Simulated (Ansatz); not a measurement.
Write a Python script for the Python package of Ansatz (0.2.0) that makes a rigid scan of one bond length of C3H6Si, SMILES [SiH3]C1C=C1. Settings (for the species named): r2SCAN, cc-pVDZ basis, multiplicity 1.

```xyz
10

Si   -1.0602    0.5412   -0.6333
C    -0.0200   -0.6225    0.2459
C     1.3611   -0.5904   -0.0125
C     1.0562   -0.1097    1.1396
H    -1.5555    0.0046   -1.9566
H    -2.3170    0.8970    0.1651
H    -0.3848    1.8713   -0.9196
H    -0.4151   -1.5618    0.4785
H     2.2038   -0.7979   -0.6118
H     1.2146    0.3171    2.1077
```

The script, `c3h6si_scan.py`:
```python
"""Potential curve of C3H6Si along one bond."""

import warnings

import ansatz
import numpy as np

BASIS_SET = "cc-pVDZ"
FUNCTIONAL = "r2SCAN"

warnings.simplefilter("ignore", ansatz.DeckWarning)

geometry_ang = [
    ("Si", [-1.0602, 0.5412, -0.6333]),
    ("C", [-0.02, -0.6225, 0.2459]),
    ("C", [1.3611, -0.5904, -0.0125]),
    ("C", [1.0562, -0.1097, 1.1396]),
    ("H", [-1.5555, 0.0046, -1.9566]),
    ("H", [-2.317, 0.897, 0.1651]),
    ("H", [-0.3848, 1.8713, -0.9196]),
    ("H", [-0.4151, -1.5618, 0.4785]),
    ("H", [2.2038, -0.7979, -0.6118]),
    ("H", [1.2146, 0.3171, 2.1077]),
]
system = ansatz.Crystal.molecule()
for symbol, xyz in geometry_ang:
    system = system.atom(symbol, xyz)

symbols = [site.symbol for site in system.cartesian_sites]
start = np.array([site.position_ang for site in system.cartesian_sites])
axis = (start[6] - start[0]) / np.linalg.norm(start[6] - start[0])
moving = [6]
lengths, energies = [1.337, 1.397, 1.458, 1.519, 1.58, 1.64, 1.701, 1.792], []
for length in lengths:
    xyz = start.copy()
    xyz[moving] += (length - np.linalg.norm(start[6] - start[0])) * axis
    point = ansatz.Crystal.molecule()
    for symbol, place in zip(symbols, xyz):
        point = point.atom(symbol, place.tolist())
    model = point.calculation()
    model = model.basis(gaussian=BASIS_SET).functional(FUNCTIONAL)
    summary = model.run(threads=1).report
    energies.append(summary["free_energy_ev"])
    print(f"r = {length:6.3f} A  E = {energies[-1]:.5f} eV  <S^2> = {abs(summary['mean_field']['state']['spin_squared']):.3f}")

# quartic fit about the minimum
fit = np.polynomial.Polynomial.fit(lengths, np.array(energies) - min(energies), 4).convert()
roots = [r.real for r in fit.deriv().roots() if abs(r.imag) < 1e-9 and fit.deriv(2)(r.real) > 0]
r_e = min(roots, key=lambda r: abs(r - lengths[int(np.argmin(energies))]))
print(f"minimum of the fit at {r_e:.4f} A, force constant {fit.deriv(2)(r_e):.2f} eV/A^2")
```

```console
$ python c3h6si_scan.py
r =  1.337 A  E = -11079.80077 eV  <S^2> = 0.000
r =  1.397 A  E = -11079.98517 eV  <S^2> = 0.000
r =  1.458 A  E = -11080.07482 eV  <S^2> = 0.000
r =  1.519 A  E = -11080.08747 eV  <S^2> = 0.000
r =  1.580 A  E = -11080.04057 eV  <S^2> = 0.000
r =  1.640 A  E = -11079.94997 eV  <S^2> = 0.000
r =  1.701 A  E = -11079.82379 eV  <S^2> = 0.000
r =  1.792 A  E = -11079.59066 eV  <S^2> = 0.000
minimum of the fit at 1.4994 A, force constant 17.43 eV/A^2
```

Notes:
- Total energies depend on the basis set; only differences at equal settings carry meaning.
- The rest of the molecule is held rigid at a force-field or estimated start geometry, and the basis set is modest; single-reference methods fail as a bond breaks.
- The orbitals are restricted, so S² is zero by construction.
- Timing: 39 s on 1 thread of Arm Neoverse V1, with other jobs on the host, peak memory 0.21 GiB.
